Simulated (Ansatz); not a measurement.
**GeH2SO (SMILES [OH][Ge][SH]) at B3LYP/6-31G(d) (Cartesian functions)**

Aim: the energy change on altering one bond length of GeH2SO at B3LYP/6-31G* (Cartesian functions), from 2 runs. 

Program for the calculation: Ansatz 0.2.0.

50 further runs of the same task are left out: 50 set aside as unsound or not needed. Runs told in other sessions of the task aren't counted.

## (1) The structure to begin with

GeH2SO has 5 atoms, charge 0, and is taken as a singlet. SMILES: `[OH][Ge][SH]`. Geometry: relaxed at PBE0-D4/def2-TZVP. This is one conformer, not always the lowest.

Bond lengths: O1–Ge2 1.782 Å, Ge2–S3 2.260 Å, O1–H4 0.961 Å, S3–H5 1.343 Å. Angles: O1–Ge2–S3 97.9°, Ge2–O1–H4 117.4°, Ge2–S3–H5 93.6°.

## (2) The energy at B3LYP/6-31G(d) (Cartesian functions)

File molecule.yaml:

```yaml
crystal:
  periodic: [false, false, false]
  atoms:
    - {symbol: O, position_ang: [-1.346000, -1.001300, 0.399800]}
    - {symbol: Ge, position_ang: [-0.897400, 0.628900, -0.164200]}
    - {symbol: S, position_ang: [1.343300, 0.336500, -0.206300]}
    - {symbol: H, position_ang: [-0.632500, -1.625200, 0.561400]}
    - {symbol: H, position_ang: [1.582700, 1.587400, -0.632100]}
basis:
  gaussian: {orbitals: "6-31G*"}
hamiltonian: {xc: {name: B3LYP}}
accuracy: high
output: {orbitals: {seedname: orbitals}}
```

The run is started by

```sh
$ ansatz run molecule.yaml --threads 1 --pin off --max-ram 2610MiB --events-out events.jsonl --progress --plain --runs-dir runs
```

Output:

```text
Warning: RAYON_NUM_THREADS=1 ignored (pool sized by the plan → 1); use --threads N
Functional definition: B3LYP
  name "B3LYP"
  parameter a0 = 0.2
  parameter ax = 0.72
  parameter ac = 0.81
  exchange = (1 - a0 - ax)*slater_x + ax*b88_x + a0*exact_x
  correlation = (1 - ac)*vwn_rpa_c + ac*lyp_c
1388 factors; integrals over basis functions are off by at most 4.1e-9 eV
mean field evaluation 1: about -69422.3458 eV, gradient 5.5e1 eV
mean field evaluation 2: about -69383.2776 eV, gradient 1.4e2 eV
mean field evaluation 4: about -69427.5775 eV, gradient 9.5e0 eV
mean field evaluation 8: about -69427.9477 eV, gradient 7.4e-1 eV
mean field evaluation 16: about -69427.9490 eV, gradient 7.1e-5 eV
mean field -69427.94899586 eV, -2551.4300656437 hartree, gradient 2.0e-8 eV, S^2 0.000000; 0 other end points of the search recorded, 0 dependent functions left out
reference -69427.94902818 eV, -2551.4300668316 hartree; 29, 29 occupied and 44, 44 virtual orbitals, 1388 factors
Total energy: -69427.94902818 eV, -2551.4300668316 hartree
```

It took 6 s on 1 thread of Arm Neoverse V2, shared host; peak memory 0.21 GiB.

## (3) The distorted shape at the same level

File molecule.yaml:

```yaml
crystal:
  periodic: [false, false, false]
  atoms:
    - {symbol: O, position_ang: [-1.916824, -0.502159, 0.270515]}
    - {symbol: Ge, position_ang: [-1.468224, 1.128041, -0.293485]}
    - {symbol: S, position_ang: [0.772476, 0.835641, -0.335585]}
    - {symbol: H, position_ang: [-0.632500, -1.625200, 0.561400]}
    - {symbol: H, position_ang: [1.011876, 2.086541, -0.761385]}
basis:
  gaussian:
    orbitals: "6-31G*"
hamiltonian:
  xc: {name: B3LYP}
output: {orbitals: {seedname: orbitals}}
accuracy: high
total_charge: 0
```

The run is started by

```sh
$ ansatz run molecule.yaml --threads 1 --pin off --max-ram 2610MiB --events-out events.jsonl --progress --plain --runs-dir runs
```

Output:

```text
Warning: RAYON_NUM_THREADS=1 ignored (pool sized by the plan → 1); use --threads N
Functional definition: B3LYP
  name "B3LYP"
  parameter a0 = 0.2
  parameter ax = 0.72
  parameter ac = 0.81
  exchange = (1 - a0 - ax)*slater_x + ax*b88_x + a0*exact_x
  correlation = (1 - ac)*vwn_rpa_c + ac*lyp_c
1390 factors; integrals over basis functions are off by at most 4.2e-9 eV
mean field evaluation 1: about -69415.6668 eV, gradient 6.2e1 eV
mean field evaluation 2: about -69328.9310 eV, gradient 1.6e2 eV
mean field evaluation 4: about -69422.9622 eV, gradient 1.8e1 eV
mean field evaluation 8: about -69424.4046 eV, gradient 1.5e0 eV
mean field evaluation 16: about -69424.4846 eV, gradient 6.2e-4 eV
mean field -69424.48461387 eV, -2551.3027519540 hartree, gradient 7.7e-8 eV, S^2 0.000000; 0 other end points of the search recorded, 0 dependent functions left out
reference -69424.48464795 eV, -2551.3027532063 hartree; 29, 29 occupied and 44, 44 virtual orbitals, 1390 factors
Total energy: -69424.48464795 eV, -2551.3027532063 hartree
```

Wall time 6.3 s (1 thread of Arm Neoverse V2, shared host); peak memory 0.21 GiB.

## (4) Summary of results

Level: B3LYP/6-31G* (Cartesian functions).

| quantity | value |
| --- | --- |
| first shape: total energy | -2551.43007 Eh |
| first shape: HOMO energy | -7.13 eV |
| first shape: LUMO energy | -2.10 eV |
| first shape: HOMO–LUMO gap | 5.03 eV |
| distorted shape: total energy | -2551.30275 Eh |
| distorted shape: HOMO energy | -7.23 eV |
| distorted shape: LUMO energy | -3.71 eV |
| distorted shape: HOMO–LUMO gap | 3.52 eV |
| energy change with the O1–H4 bond stretched from 0.961 to 1.731 Å | 3.464 eV |

What this shows: One bond (distorted shape) is far stretched, which a spin-restricted single reference describes badly; a broken-symmetry solution may lie lower. With the O1–H4 bond stretched from 0.961 to 1.731 Å the energy rises by 3.46 eV (334 kJ/mol). The first shape isn't relaxed at this level, so the change isn't measured from a minimum. A restricted reference can't describe the breaking bond well at this length.
